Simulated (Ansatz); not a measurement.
# MoC (quintet): the correlation ladder, def2-QZVPP

The task here is to estimate one member of a computed series from the others.

Computed with Ansatz 0.2.0, Gaussian basis. Level: def2-QZVPP, core rule «outside noble gas», up to 5 orbitals frozen.

Plan: UHF; ROHF; CCSD(T) on UHF.

2 further runs of the same task are left out: 2 set aside as unsound or not needed.

### What is computed

The geometry is a PBE0/def2-TZVP stationary point (not a proven minimum) of the parent state, kept for this charge and spin. No spin-orbit coupling is included. Elements past krypton take def2 core potentials.

2 atoms, charge 0, spin multiplicity 5.

Atoms are counted from 1 here; the program's logs count them from 0.

Bond lengths: Mo1–C2 1.654 Å.

Set-up of the first run:

in.yaml

```yaml
crystal:
  periodic: [false, false, false]
  atoms:
    - {symbol: Mo, position_ang: [0.000000, 0.000000, 0.000000]}
    - {symbol: C, position_ang: [0.000000, 0.000000, 1.653600]}
basis:
  gaussian: {orbitals: "def2-QZVPP.json"}
magnetization: {spin_polarized: true, initial_magnetization: 4}
hamiltonian: {xc: hf}
output: {orbitals: {seedname: orbitals}}
```

The run is started by

```sh
ansatz run in.yaml --threads 1 --pin off --events-out ev --progress --plain --max-ram 2560MiB --backend cpu
```

Steps of the session up to this table: UHF; ROHF; CCSD(T) on UHF.

One of the session's tables, all rows but one given; the rest of the session is left out.

```
  method  from UCCSD(T) (kcal/mol)
    ROHF                   +222.19
     UHF                   +201.14
    UMP2                         ?
   UCCSD                    +13.31
UCCSD(T)                         0
```

Estimate the missing values for UMP2.

The run gave: from UCCSD(T) (kcal/mol): +35.20. In the column «from UCCSD(T) (kcal/mol)» it lies between UCCSD (+13.31) and UHF (+201.14).

To keep in mind: The determinant is far from a pure spin state, so its energy mixes those of several spin states (harmless only where they are near-degenerate, as at dissociation).
